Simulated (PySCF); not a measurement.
# BNH2BrCl (SMILES NB(Cl)Br): levels of theory compared

Aim: a comparison of 5 runs (HF/STO-3G, B3LYP/6-31G*, BP86/6-311G**, M06-2X/cc-pVTZ, CCSD(T)/cc-pVDZ) of BNH2BrCl. 

The results are computed with PySCF 2.14.0.

**1. Starting point**

The species is BNH2BrCl (6 atoms), meant as a singlet with charge 0. As SMILES, `NB(Cl)Br`. The shape is that of a PBE0-D4/def2-TZVP optimisation.

Bond lengths: N1–B2 1.382 Å, B2–Cl3 1.757 Å, B2–Br4 1.926 Å, N1–H5 1.005 Å, N1–H6 1.006 Å. Angles: N1–B2–Cl3 120.6°, N1–B2–Br4 119.8°, Cl3–B2–Br4 119.6°, B2–N1–H5 122.5°, B2–N1–H6 122.2°, H5–N1–H6 115.3°.

**2. Energy and forces at HF/STO-3G (run 1)**

input.py

```python
# NB(Cl)Br
import pyscf.grad
from pyscf import gto, scf

molecule = gto.Mole()
molecule.atom = '''
N      1.057113     0.899888     0.671231
B     -0.759481    -0.595831    -0.462227
Cl    -3.952551     0.316340    -0.442385
Br     0.210893    -3.709154    -2.080022
H      2.897517     0.430291     0.691640
H      0.626066     2.537335     1.534458
'''
molecule.basis = 'sto-3g'
molecule.max_memory = 1860
molecule.unit = 'bohr'
molecule.verbose = 4
molecule.build()

calc0 = scf.RHF(molecule)
calc0.conv_tol = 1e-10
calc0.kernel()
if not calc0.converged:
    calc0 = calc0.newton().run(calc0.mo_coeff, calc0.mo_occ)

e_tot = calc0.e_tot
print(f'total energy: {e_tot:.8f} hartree')
grad = calc0.Gradients().kernel()
dip = calc0.dip_moment()
pop, q = calc0.mulliken_pop()
```

Launch:

```sh
$ OMP_NUM_THREADS=1 python input.py
```

Log:

```text
PySCF version 2.14.0

[... 58 lines left out ...]
converged SCF energy = -3078.65976061755
total energy: -3078.65976062 hartree
[... 12 lines left out ...]
Dipole moment(X, Y, Z, Debye):  2.67488,  1.68379,  1.37452
[... 7 lines left out ...]
pop of  1 B 2s            0.84501
pop of  1 B 2px           0.61358
pop of  1 B 2py           0.63102
pop of  1 B 2pz           0.52216
pop of  2 Cl 1s           1.99996
pop of  2 Cl 2s           1.99869
pop of  2 Cl 3s           1.96180
pop of  2 Cl 2px          1.99062
pop of  2 Cl 2py          1.99847
pop of  2 Cl 2pz          1.99889
pop of  2 Cl 3px          1.45758
pop of  2 Cl 3py          1.91102
pop of  2 Cl 3pz          1.93150
pop of  3 Br 1s           2.00000
pop of  3 Br 2s           1.99977
pop of  3 Br 3s           1.99951
pop of  3 Br 4s           1.94155
pop of  3 Br 2px          1.99997
pop of  3 Br 2py          1.99983
pop of  3 Br 2pz          1.99994
pop of  3 Br 3px          1.99854
pop of  3 Br 3py          1.99101
pop of  3 Br 3pz          1.99666
pop of  3 Br 4px          1.91550
pop of  3 Br 4py          1.46232
pop of  3 Br 4pz          1.79869
pop of  3 Br 3dxy         1.99964
pop of  3 Br 3dyz         1.99924
pop of  3 Br 3dz^2        1.99986
pop of  3 Br 3dxz         1.99989
pop of  3 Br 3dx2-y2      1.99940
pop of  4 H 1s            0.78120
pop of  5 H 1s            0.78113
 ** Mulliken atomic charges  **
charge of    0N =     -0.48593
charge of    1B =      0.39813
charge of    2Cl =     -0.24854
charge of    3Br =     -0.10133
charge of    4H =      0.21880
charge of    5H =      0.21887
```

Wall time 5.1 s (1 thread of Intel Xeon at 2.50GHz (Skylake/Cascade Lake), shared host); peak memory 0.12 GiB.

**3. Energy and forces at B3LYP/6-31G(d) (spherical functions) (run 2)**

job.py

```python
from pyscf import gto, dft

mol = gto.M(
    atom='''
N      0.559400     0.476200     0.355200
B     -0.401900    -0.315300    -0.244600
Cl    -2.091600     0.167400    -0.234100
Br     0.111600    -1.962800    -1.100700
H      1.533300     0.227700     0.366000
H      0.331300     1.342700     0.812000
''',
    spin=0,
    verbose=4,
    basis='6-31g*',
    max_memory=1860,
)

mf = dft.RKS(mol)
mf.xc = 'b3lyp'
mf.grids.level = 5
mf.conv_tol = 1e-10
mf.kernel()
if not mf.converged:
    mf = mf.newton().run(mf.mo_coeff, mf.mo_occ)

e_final = mf.e_tot
print('E = %.10f Eh' % e_final)
grad = mf.nuc_grad_method().kernel()
mf.analyze()
```

Launch:

```sh
$ OMP_NUM_THREADS=1 python job.py
```

Log:

```text
PySCF version 2.14.0

[... 74 lines left out ...]
converged SCF energy = -3115.00039824669
[... 24 lines left out ...]
MO #2   energy= -101.523258998423  occ= 2
[... 7 lines left out ...]
MO #10  energy= -7.21823684380153  occ= 2
[... 7 lines left out ...]
MO #18  energy= -2.62344371968741  occ= 2
[... 7 lines left out ...]
MO #26  energy= -0.54331833835392  occ= 2
[... 7 lines left out ...]
MO #34  energy= 0.0031526763644063 occ= 0
[... 7 lines left out ...]
MO #42  energy= 0.329057889495833  occ= 0
[... 7 lines left out ...]
MO #50  energy= 0.582772760017775  occ= 0
[... 7 lines left out ...]
MO #58  energy= 0.838208553846155  occ= 0
[... 7 lines left out ...]
MO #66  energy= 1.26037931592865   occ= 0
[... 7 lines left out ...]
MO #74  energy= 2.14301456513329   occ= 0
[... 7 lines left out ...]
MO #82  energy= 4.96743255008927   occ= 0
[... 52 lines left out ...]
pop of  3 Br 5s           0.00502
pop of  3 Br 2px          2.00000
pop of  3 Br 2py          2.00000
pop of  3 Br 2pz          2.00000
pop of  3 Br 3px          1.99990
pop of  3 Br 3py          1.99984
pop of  3 Br 3pz          1.99988
pop of  3 Br 4px          1.90264
pop of  3 Br 4py          1.50327
pop of  3 Br 4pz          1.78650
pop of  3 Br 5px          0.00247
pop of  3 Br 5py          0.00541
pop of  3 Br 5pz          0.00197
pop of  3 Br 3dxy         1.99984
pop of  3 Br 3dyz         1.99983
pop of  3 Br 3dz^2        1.99986
pop of  3 Br 3dxz         1.99987
pop of  3 Br 3dx2-y2      1.99984
pop of  3 Br 4dxy         0.00185
pop of  3 Br 4dyz         0.00343
pop of  3 Br 4dz^2        0.00113
pop of  3 Br 4dxz         0.00071
pop of  3 Br 4dx2-y2      0.00286
pop of  3 Br 5dxy         0.00010
pop of  3 Br 5dyz         0.00018
pop of  3 Br 5dz^2        0.00007
pop of  3 Br 5dxz         0.00004
pop of  3 Br 5dx2-y2      0.00015
pop of  4 H 1s            0.74200
pop of  4 H 2s            0.01421
pop of  5 H 1s            0.74380
pop of  5 H 2s            0.01428
 ** Mulliken atomic charges  **
charge of    0N =     -0.39263
charge of    1B =      0.09324
charge of    2Cl =     -0.08483
charge of    3Br =     -0.10149
charge of    4H =      0.24378
charge of    5H =      0.24193
Dipole moment(X, Y, Z, Debye):  2.10480,  1.92231,  1.42099
```

It took 59 s on 1 thread of Intel Xeon at 2.50GHz (Skylake/Cascade Lake), shared host; peak memory 0.8 GiB.

Runs 3 to 4 aren't shown in full; the table further down has their settings and results.

**4. A single-point energy at CCSD(T)/cc-pVDZ (run 5)**

calc.py

```python
# NB(Cl)Br
from pyscf import gto, scf, cc

molecule = gto.M(
    atom=[
    ('N', (0.559400, 0.476200, 0.355200)),
    ('B', (-0.401900, -0.315300, -0.244600)),
    ('Cl', (-2.091600, 0.167400, -0.234100)),
    ('Br', (0.111600, -1.962800, -1.100700)),
    ('H', (1.533300, 0.227700, 0.366000)),
    ('H', (0.331300, 1.342700, 0.812000)),
],
    max_memory=1860,
    spin=0,
    basis='cc-pvdz',
    charge=0,
    verbose=3,
)

mf = scf.RHF(molecule)
mf.conv_tol = 1e-10
mf.kernel()
if not mf.converged:
    mf = mf.newton().run(mf.mo_coeff, mf.mo_occ)

mycc = cc.CCSD(mf, frozen=16)
mycc.kernel()
e_t = mycc.ccsd_t()
etot = mycc.e_tot + e_t
print(f'total energy: {etot:.8f} hartree')
mf.analyze()
```

Launch:

```sh
$ OMP_NUM_THREADS=1 python calc.py
```

Log:

```text
converged SCF energy = -3112.33134218873
E(CCSD) = -3112.878200987319  E_corr = -0.54685879858552
CCSD(T) correction = -0.0145075153614716
total energy: -3112.89270850 hartree
**** MO energy ****
MO #1   energy= -490.06423902711   occ= 2
MO #2   energy= -104.828816908796  occ= 2
MO #3   energy= -65.2009696211828  occ= 2
MO #4   energy= -58.5575216738886  occ= 2
MO #5   energy= -58.5568372519867  occ= 2
MO #6   energy= -58.5566895572312  occ= 2
MO #7   energy= -15.588408789379   occ= 2
MO #8   energy= -10.5575681499377  occ= 2
MO #9   energy= -9.84945362138022  occ= 2
MO #10  energy= -8.02483399767105  occ= 2
MO #11  energy= -8.02228844280089  occ= 2
MO #12  energy= -8.02207712934145  occ= 2
MO #13  energy= -7.71390093140915  occ= 2
MO #14  energy= -7.46092253189682  occ= 2
MO #15  energy= -7.45532372653619  occ= 2
MO #16  energy= -7.45465321426279  occ= 2
MO #17  energy= -3.19720761096602  occ= 2
MO #18  energy= -3.19447677559811  occ= 2
MO #19  energy= -3.19371476968243  occ= 2
MO #20  energy= -3.18739243435038  occ= 2
MO #21  energy= -3.18737672135151  occ= 2
MO #22  energy= -1.20387370795567  occ= 2
MO #23  energy= -1.10886503977617  occ= 2
MO #24  energy= -1.01731665119842  occ= 2
MO #25  energy= -0.731999876340415 occ= 2
MO #26  energy= -0.712976141288638 occ= 2
MO #27  energy= -0.600272124456134 occ= 2
MO #28  energy= -0.521544462537351 occ= 2
MO #29  energy= -0.519080980580707 occ= 2
MO #30  energy= -0.460429636992232 occ= 2
MO #31  energy= -0.446632031808754 occ= 2
MO #32  energy= -0.414224571984162 occ= 2
MO #33  energy= -0.412317639451164 occ= 2
MO #34  energy= 0.15366338202579   occ= 0
MO #35  energy= 0.175382747257077  occ= 0
MO #36  energy= 0.211853283508151  occ= 0
MO #37  energy= 0.230612784667635  occ= 0
MO #38  energy= 0.293198259870444  occ= 0
MO #39  energy= 0.348244205692076  occ= 0
MO #40  energy= 0.413383885217157  occ= 0
MO #41  energy= 0.43028882531831   occ= 0
MO #42  energy= 0.455387875114919  occ= 0
MO #43  energy= 0.572570473049077  occ= 0
MO #44  energy= 0.620563232747941  occ= 0
MO #45  energy= 0.646905847357298  occ= 0
MO #46  energy= 0.665647445352236  occ= 0
MO #47  energy= 0.734351487552874  occ= 0
MO #48  energy= 0.734381309806985  occ= 0
MO #49  energy= 0.746999671967573  occ= 0
MO #50  energy= 0.75039092970448   occ= 0
MO #51  energy= 0.769583025425756  occ= 0
MO #52  energy= 0.777456970151474  occ= 0
MO #53  energy= 0.803146348883635  occ= 0
MO #54  energy= 0.883626507408975  occ= 0
MO #55  energy= 0.890600968783949  occ= 0
MO #56  energy= 0.896696861957607  occ= 0
MO #57  energy= 0.952001423628064  occ= 0
MO #58  energy= 0.968945520041095  occ= 0
MO #59  energy= 0.978600062502951  occ= 0
MO #60  energy= 1.02424729005261   occ= 0
MO #61  energy= 1.02721414636549   occ= 0
MO #62  energy= 1.12622578719697   occ= 0
MO #63  energy= 1.16332400073068   occ= 0
MO #64  energy= 1.20319889224708   occ= 0
MO #65  energy= 1.24119239176636   occ= 0
MO #66  energy= 1.24405793434182   occ= 0
MO #67  energy= 1.28600278358892   occ= 0
MO #68  energy= 1.41546776294294   occ= 0
MO #69  energy= 1.43423675918221   occ= 0
MO #70  energy= 1.44056327523462   occ= 0
MO #71  energy= 1.6040380980974    occ= 0
MO #72  energy= 1.75571874778134   occ= 0
MO #73  energy= 1.85150586362213   occ= 0
MO #74  energy= 1.8895912183633    occ= 0
MO #75  energy= 1.9201524405564    occ= 0
MO #76  energy= 2.05563889174457   occ= 0
MO #77  energy= 2.42295513800359   occ= 0
MO #78  energy= 2.42710397897195   occ= 0
MO #79  energy= 2.50927515121243   occ= 0
MO #80  energy= 2.58424836317796   occ= 0
MO #81  energy= 2.91759874741173   occ= 0
MO #82  energy= 3.16659827101881   occ= 0
MO #83  energy= 3.32519777924056   occ= 0
 ** Mulliken atomic charges  **
charge of    0N =     -0.45869
charge of    1B =      0.25997
charge of    2Cl =     -0.13670
charge of    3Br =     -0.14531
charge of    4H =      0.24135
charge of    5H =      0.23939
Dipole moment(X, Y, Z, Debye):  2.03456,  1.87982,  1.38590
```

Wall time 35 s (1 thread of Intel Xeon at 2.50GHz (Skylake/Cascade Lake), shared host); peak memory 0.34 GiB.

**5. The series**

```tsv
run	level	integration grid	task	energy (Eh)	dipole moment (D) of the reference	HOMO energy (eV)	LUMO energy (eV)	wall time
1	HF/STO-3G	–	gradient	-3078.659761	3.45	-8.79	7.59	5.1 s
2	B3LYP/6-31G* (spherical functions)	5	gradient	-3115.000398	3.19	-7.89	0.09	59 s
3	BP86/6-311G**	5	gradient	-3115.604918	3.14	-7.09	-0.97	79 s
4	M06-2X/cc-pVTZ	5	gradient	-3115.385020	2.89	-9.54	0.92	4.9 min
5	CCSD(T)/cc-pVDZ	–	energy	-3112.892709	3.10	-11.22	4.18	35 s
```

**6. What came out**

```
                                           quantity           value
                                run 5: total energy  -3112.89271 Eh
        run 5: dipole moment (Hartree–Fock density)          3.10 D
         run 5: HOMO energy (Hartree–Fock orbitals)       -11.22 eV
         run 5: LUMO energy (Hartree–Fock orbitals)         4.18 eV
       run 5: HOMO–LUMO gap (Hartree–Fock orbitals)        15.40 eV
run 5: correlation energy (16 core orbitals frozen)      -561.4 mEh
                              run 5: (T) correction      -14.51 mEh
                               run 5: T1 diagnostic           0.010
```

**Reading.** Over runs 1, 2, 3, 4 the dipole moment (its size) runs from 2.89 D (M06-2X/cc-pVTZ) to 3.45 D (HF/STO-3G). The two ends differ in method and basis. Over runs 1, 2, 3, 4 the HOMO–LUMO gap runs from 6.12 eV (BP86/6-311G**) to 16.39 eV (HF/STO-3G). Totals of different functionals can't be ranked against each other. In run 1 the basis is minimal, so the values are rough. All runs together took 7.8 min, the longest 4.9 min.
